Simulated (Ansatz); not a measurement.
# H22CO12: the cost of one run

Program: Ansatz 0.2.0. Level of theory: DFT PBEsol, plane waves, PAW, scalar-relativistic, no spin polarisation. These are calculated values, not measurements.

## 1. Starting point

The cell holds 35 atoms (CH22O12): a = 7.785 Å, b = 7.785 Å, c = 7.785 Å, α = 90.00°, β = 90.00°, γ = 90.00°.

Its coordinates follow in the input file.

## 2. Preparing the start

input.yaml reads:

```yaml
accuracy: low
crystal:
  lattice:
    - [7.785443, 0.0, 0.0]
    - [0.0, 7.785443, 0.0]
    - [0.0, 0.0, 7.785443]
  atoms:
    - { symbol: O, position: [0.3818401, 0.1598581, 0.5354676] }
    - { symbol: H, position: [0.2878813, 0.1416771, 0.6149556] }
    - { symbol: H, position: [0.4012532, 0.2826782, 0.5394027] }
    - { symbol: O, position: [0.5708541, 0.2708237, 0.3080972] }
    - { symbol: H, position: [0.6342547, 0.364535, 0.3598245] }
    - { symbol: H, position: [0.5551614, 0.3066712, 0.1900046] }
    - { symbol: O, position: [0.8666954, 0.8859926, 0.8138792] }
    - { symbol: H, position: [0.9774132, 0.9011982, 0.7592211] }
    - { symbol: H, position: [0.8267023, 0.7763243, 0.7708611] }
    - { symbol: O, position: [0.2198282, 0.5048825, 1.0322659] }
    - { symbol: H, position: [0.2510039, 0.5945858, 0.9519008] }
    - { symbol: H, position: [0.2668861, 0.4014392, 0.9816479] }
    - { symbol: O, position: [0.4432357, 0.618999, 0.5381615] }
    - { symbol: H, position: [0.4902042, 0.5374771, 0.6195573] }
    - { symbol: H, position: [0.4728818, 0.5712098, 0.427191] }
    - { symbol: O, position: [0.0176078, 0.3330242, 0.424491] }
    - { symbol: H, position: [0.0372077, 0.4169204, 0.5142374] }
    - { symbol: H, position: [0.1241244, 0.3322633, 0.3602198] }
    - { symbol: O, position: [0.8694293, 0.0209523, 0.2500612] }
    - { symbol: H, position: [0.8552315, 0.1139974, 0.168709] }
    - { symbol: H, position: [0.9638814, -0.0454216, 0.203688] }
    - { symbol: O, position: [0.832689, 0.3721456, 0.9997045] }
    - { symbol: H, position: [0.9418295, 0.3589642, 1.0579432] }
    - { symbol: H, position: [0.8642119, 0.3963169, 0.8818096] }
    - { symbol: O, position: [0.3593178, 0.903889, 0.1585569] }
    - { symbol: H, position: [0.4325795, 1.0042488, 0.1647038] }
    - { symbol: H, position: [0.3362832, 0.8908412, 0.036999] }
    - { symbol: O, position: [0.6356526, 0.178445, 0.7936639] }
    - { symbol: H, position: [0.5912386, 0.2692432, 0.7211364] }
    - { symbol: H, position: [0.6514179, 0.0827154, 0.7157893] }
    - { symbol: O, position: [0.000227, 0.6657574, 0.4327607] }
    - { symbol: C, position: [0.167433, 0.7068715, 0.4117519] }
    - { symbol: O, position: [0.2614763, 0.6468046, 0.3031268] }
    - { symbol: H, position: [-0.0259933, 0.5802923, 0.3441028] }
    - { symbol: H, position: [0.2045102, 0.8027086, 0.5080088] }
basis:
  ecutwfc: 420.0
kpoints:
  mp_grid: { grid: [1, 1, 1] }
hamiltonian:
  xc: pbesol
scf:
  occupations: { method: fermi_dirac, width: 0.02 }
  lower_state_search: "off"
relax:
  f_tol: 0.3
  max_steps: 15
  adjacent_minimum: "off"
```

Started as:

```sh
$ ansatz run input.yaml --threads 1 --pin off --max-ram 3072MiB --backend cpu --events-out ev --progress --plain --runs-dir out
```

Q: Estimate wall time and peak memory on 1 thread of Intel Xeon Platinum 8488C (Sapphire Rapids), shared host.

About 32 s, with a peak of 0.52 GiB.
